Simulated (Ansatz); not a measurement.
# C₂H₅BO₂: basis-set convergence

Aim: see how fast density functionals converge with the basis set for C₂H₅BO₂.

The runs use Ansatz 0.2.0, Gaussian basis; one geometry, several basis sets.

The runs, in order: PBE0-D4/def2-SVP; ωB97M-V/def2-SVP; PBE0-D4/def2-QZVPP; ωB97M-V/def2-QZVPP; the functionals' def2-TZVPP values are taken from earlier runs.

## Step 1: The geometry

The geometry comes from an earlier relaxation with PBE0-D4 in a triple-zeta def2 set; it is a stationary point, not always the lowest conformer.

SMILES `BC(=O)OC`, 10 atoms, charge 0, spin multiplicity 1.

Atoms are counted from 1 here; the program's logs count them from 0.

Bond lengths: B1–C2 1.558 Å, B1–H6 1.191 Å, B1–H7 1.191 Å, C2–O3 1.213 Å, C2–O4 1.326 Å, O4–C5 1.431 Å, C5–H8 1.090 Å, C5–H9 1.087 Å, C5–H10 1.090 Å. Angles: C2–B1–H6 119.0°, C2–B1–H7 119.0°, H6–B1–H7 121.6°, B1–C2–O3 112.6°, B1–C2–O4 122.9°, O3–C2–O4 124.6°, C2–O4–C5 115.7°, O4–C5–H8 110.5°, O4–C5–H9 105.7°, O4–C5–H10 110.5°, H8–C5–H9 110.6°, H8–C5–H10 109.0°, H9–C5–H10 110.6°.

## Step 2: PBE0-D4 in def2-SVP

in.yaml reads:

```yaml
crystal:
  periodic: [false, false, false]
  atoms:
    - {symbol: B, position_ang: [-1.015479, 0.108233, -1.811552]}
    - {symbol: C, position_ang: [-0.064413, 0.163165, -0.579148]}
    - {symbol: O, position_ang: [0.957802, 0.775307, -0.806814]}
    - {symbol: O, position_ang: [-0.358724, -0.403327, 0.582794]}
    - {symbol: C, position_ang: [0.626223, -0.257604, 1.610861]}
    - {symbol: H, position_ang: [-1.781507, 1.002926, -1.990022]}
    - {symbol: H, position_ang: [-0.866058, -0.755632, -2.618117]}
    - {symbol: H, position_ang: [0.787747, 0.796640, 1.837699]}
    - {symbol: H, position_ang: [0.225846, -0.777676, 2.477400]}
    - {symbol: H, position_ang: [1.571564, -0.703031, 1.299699]}
basis:
  gaussian: {orbitals: def2-SVP}
hamiltonian: {xc: pbe0, dispersion: d4}
output: {orbitals: {seedname: orbitals}}
```

Run with:

```console
> ansatz run in.yaml --threads 2 --pin off --events-out ev --progress --plain --max-ram 4352MiB
```

After this run come: ωB97M-V in def2-SVP; PBE0-D4 in def2-QZVPP; ωB97M-V in def2-QZVPP.

**Question.** What will the summary of the whole plan be? Wanted: PBE0-D4: double and triple zeta above quadruple; ωB97M-V: double and triple zeta above quadruple.

The runs gave:

```
                                       quantity          value
PBE0-D4: double and triple zeta above quadruple  8.35, 0.38 eV
ωB97M-V: double and triple zeta above quadruple  8.64, 0.37 eV
```

**Reading.** PBE0-D4 gains 7.97 eV from double to triple zeta, then 0.38 eV more. These are total energies; as a rule much of such shifts cancels in differences, which this series doesn't test.
